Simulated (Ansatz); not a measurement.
**U-revPBE/STO-3G run of SiNH3 (SMILES [N][SiH3])**

What is the electronic atomisation energy of SiNH3 at U-revPBE/STO-3G? 

The calculation is run with Ansatz 0.2.0.

51 further runs of the same task are left out: 5 that didn't finish, 46 set aside as unsound or not needed.

### 1 Starting point

SiNH3 has 5 atoms, charge 0, and is taken as a triplet. As SMILES, `[N][SiH3]`. The shape is that of a GFN2-xTB optimisation.

Bond lengths: N1–Si2 1.655 Å, Si2–H3 1.476 Å, Si2–H4 1.476 Å, Si2–H5 1.476 Å. Angles: N1–Si2–H3 111.3°, N1–Si2–H4 111.1°, N1–Si2–H5 111.1°, H3–Si2–H4 107.7°, H3–Si2–H5 107.7°, H4–Si2–H5 107.7°.

### 2 A single-point energy at U-revPBE/STO-3G

job.yaml reads:

```yaml
crystal:
  periodic: [false, false, false]
  atoms:
    - {symbol: "N", position_ang: [-1.536630, 0.334330, 0.479510]}
    - {symbol: Si, position_ang: [0.010240, -0.002340, -0.003820]}
    - {symbol: H, position_ang: [0.064950, -0.313200, -1.445390]}
    - {symbol: H, position_ang: [0.555100, -1.162980, 0.727210]}
    - {symbol: H, position_ang: [0.906340, 1.144190, 0.242490]}
basis:
  gaussian:
    orbitals: STO-3G
magnetization:
  spin_polarized: true
  initial_magnetization: 2
accuracy: high
hamiltonian:
  xc: {name: revPBE}
```

Started as:

```bash
$ ansatz run job.yaml --threads 1 --pin off --max-ram 2610MiB --events-out events.jsonl --progress --plain --runs-dir runs
```

Log:

```text
Warning: RAYON_NUM_THREADS=1 ignored (pool sized by the plan → 1); use --threads N
Functional definition: revPBE
  name "revPBE"
  parameter kappa = 1.245
  parameter beta = 0.06672455060314922
  exchange = pbe_x(kappa = kappa, mu = beta*pi^2/3)
  correlation = pbe_c(beta = beta)
291 factors; integrals over basis functions are off by at most 1.1e-8 eV
mean field evaluation 1: about -9298.3254 eV, gradient 1.4e1 eV
mean field evaluation 2: about -9298.2116 eV, gradient 1.5e1 eV
mean field evaluation 4: about -9299.9228 eV, gradient 7.0e-1 eV
mean field evaluation 8: about -9299.8833 eV, gradient 1.4e-3 eV
mean field evaluation 16: about -9299.8833 eV, gradient 2.1e-8 eV
mean field -9299.88329748 eV, -341.7644074952 hartree, gradient 2.1e-8 eV, S^2 2.003993; 0 other end points of the search recorded, 0 dependent functions left out
reference -9299.88329950 eV, -341.7644075692 hartree; 13, 11 occupied and 4, 6 virtual orbitals, 291 factors
Total energy: -9299.88329950 eV, -341.7644075692 hartree
```

It took 1.4 s on 1 thread of Arm Neoverse V1, shared host; peak memory 0.12 GiB.

### 3 The H atom

input.yaml reads:

```yaml
basis:
  gaussian: {orbitals: STO-3G}
crystal:
  periodic: [false, false, false]
  atoms:
    - symbol: H
      position_ang: [0.000000, 0.000000, 0.000000]
magnetization: {spin_polarized: true, initial_magnetization: 1}
hamiltonian: {xc: {name: revPBE}}
accuracy: high
```

Run the same way, it converges to -0.47010 Eh (log not shown).

### 4 The N atom

input.yaml reads:

```yaml
crystal:
  periodic: [false, false, false]
  atoms:
    - {symbol: "N", position_ang: [0.000000, 0.000000, 0.000000]}
basis:
  gaussian: {orbitals: STO-3G}
magnetization: {spin_polarized: true, initial_magnetization: 3}
accuracy: high
hamiltonian: {xc: {name: revPBE}}
```

Run the same way, it converges to -53.87487 Eh (log not shown).

### 5 The Si atom

run.yaml reads:

```yaml
basis:
  gaussian:
    orbitals: STO-3G
crystal:
  periodic: [false, false, false]
  atoms:
    - {symbol: Si, position_ang: [0.000000, 0.000000, 0.000000]}
magnetization:
  spin_polarized: true
  initial_magnetization: 2
hamiltonian:
  xc: {name: revPBE}
accuracy: high
```

Started as:

```bash
$ ansatz run run.yaml --threads 1 --pin off --max-ram 2610MiB --events-out events.jsonl --progress --plain --runs-dir runs
```

Log:

```text
Warning: RAYON_NUM_THREADS=1 ignored (pool sized by the plan → 1); use --threads N
[... 6 set-up lines as earlier in the session ...]
42 factors; integrals over basis functions are off by at most 2.5e-9 eV
mean field evaluation 1: about -7778.9867 eV, gradient 6.2e-1 eV
mean field evaluation 2: about -7778.9877 eV, gradient 6.6e-2 eV
mean field evaluation 4: about -7778.9870 eV, gradient 1.2e-3 eV
mean field evaluation 8: about -7778.9870 eV, gradient 3.3e-10 eV
mean field evaluation 16: about -7778.9869 eV, gradient 3.3e-4 eV
mean field -7778.98701514 eV, -285.8725000196 hartree, gradient 2.1e-10 eV, S^2 2.000001; 1 other end points of the search recorded, 0 dependent functions left out
reference -7778.98701697 eV, -285.8725000870 hartree; 8, 6 occupied and 1, 3 virtual orbitals, 42 factors
Total energy: -7778.98701697 eV, -285.8725000870 hartree
```

Run time: 0.48 s. Hardware: 1 thread of Arm Neoverse V1, shared host.

### 6 What came out

Level: U-revPBE/STO-3G.

```
                     quantity          value
       molecule: total energy  -341.76441 Eh
               molecule: ⟨S²⟩          2.004
         H atom: total energy    -0.47010 Eh
                 H atom: ⟨S²⟩          0.750
         N atom: total energy   -53.87487 Eh
                 N atom: ⟨S²⟩          3.750
        Si atom: total energy  -285.87250 Eh
                Si atom: ⟨S²⟩          2.000
electronic atomisation energy      16.510 eV
```

What this shows: Taking the molecule apart into free atoms costs 16.51 eV (1593 kJ/mol), before zero-point energy and without spin-orbit coupling. In a minimal basis such a difference can be off by several eV, whatever the method.
